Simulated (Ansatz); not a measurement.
# AlGa2N3: the band gap up the ladder of functionals

An exercise on one series of results from a longer session: the logs are not shown, and one member is left open.

Code: Ansatz 0.2.0. PAW datasets, plane waves. Values at 0 K without nuclear motion; spin polarisation is off, and the phase may be a hypothetical one.

## The cell

The cell was relaxed beforehand with r2SCAN.

It is tetragonal, I-4m2 (No. 119); a = 3.153 Å, c = 13.341 Å in the conventional setting, 11.05 Å³ an atom. Around Al lie 4 N at 1.90 Å; around N lie 2 Al at 1.90 Å and 2 Ga at 1.95 Å; around Ga lie 4 N at 1.94–1.95 Å; around N lie 4 Ga at 1.94 Å.

Structure file:

Space group I-4m2 (No. 119). a = 3.153 Å, b = 3.153 Å, c = 13.341 Å, α = 90.00°, β = 90.00°, γ = 90.00°
```
atom  site  symmetry       x       y       z
  Al    2a      -4m2  0.0000  0.0000  0.0000
   N    4f      2mm.  0.5000  0.0000  0.4211
  Ga    4e      2mm.  0.0000  0.0000  0.3352
   N    2c      -4m2  0.0000  0.5000  0.2500
```

The first run:

Contents of input.yaml:

```yaml
crystal:
  lattice:
    - [-1.5764027996, 1.5764027996, 6.6702958643]
    - [1.5764027996, -1.5764027996, 6.6702958643]
    - [1.5764027996, 1.5764027996, -6.6702958643]
  atoms:
    - { symbol: Al, position: [0.0, 0.0, 0.0] }
    - { symbol: "N", position: [0.4211468997, 0.9211468997, 0.5] }
    - { symbol: Ga, position: [0.3351918244, 0.3351918244, 0.0] }
    - { symbol: "N", position: [0.75, 0.25, 0.5] }
    - { symbol: Ga, position: [0.6648081756, 0.6648081756, 0.0] }
    - { symbol: "N", position: [0.0788531003, 0.5788531003, 0.5] }
kpoints:
  mp_grid: { grid: [12, 12, 12] }
  band_path:
    path:
      - [[0.0, 0.0, 0.0], [-1.464841351343e-17, 1.464841351343e-17, 0.5], [0.25, 0.25, 0.25], [1.614562279721e-17, 0.5, -1.614562279721e-17], [0.0, 0.0, 0.0], [0.5, 0.5, -0.5], [0.2639631758739, 0.7360368241261, -0.2639631758739]]
      - [[-0.2639631758739, 0.2639631758739, 0.2639631758739], [0.0, 0.0, 0.0]]
      - [[-1.464841351343e-17, 1.464841351343e-17, 0.5], [-0.02792635174787, 0.02792635174787, 0.5]]
      - [[0.5, 0.5, -0.02792635174787], [0.5, 0.5, -0.5]]
    npoints: 10
hamiltonian:
  xc: pbe
scf:
  occupations: { method: fermi_dirac, width: 0.02 }
  n_extra_bands: 5
output:
  forces: true
  stress: true
  eigenvalues: true
```

Command:

```bash
$ ansatz run input.yaml --threads 4 --pin off --max-ram 6451MiB --backend cpu --events-out ev --progress --plain --runs-dir out
```

Steps of the session up to this table: PBE bands along the symmetry lines; r2SCAN; HSE06 at the same geometry; PBE+SOC at the same geometry; Single point with PBE0.

One of the session's tables, all rows but one given; the rest of the session is left out.

```
  level  gap (eV)
    PBE      2.45
 r2SCAN         ?
  HSE06      3.74
PBE+SOC      2.45
   PBE0      4.44
```

Q: Estimate the row for r2SCAN from the others.

As computed: gap (eV): 2.93. In the column «gap (eV)» it lies between PBE+SOC (2.45) and HSE06 (3.74).

Meshes: PBE 12×12×12, r2SCAN 12×12×12, HSE06 6×6×6, PBE+SOC 12×12×12, PBE0 6×6×6

What this shows: The gap runs from 2.45 eV (PBE+SOC) to 4.44 eV (PBE0). PBE reaches 66 % of the HSE06 value, and r2SCAN 78 %. PBE0 lies 0.70 eV above HSE06, which differs from it by screening the long-range exchange.

Caveats from the session: Warnings in the runs' records: stress exchange threshold loose, stress scf threshold loose.
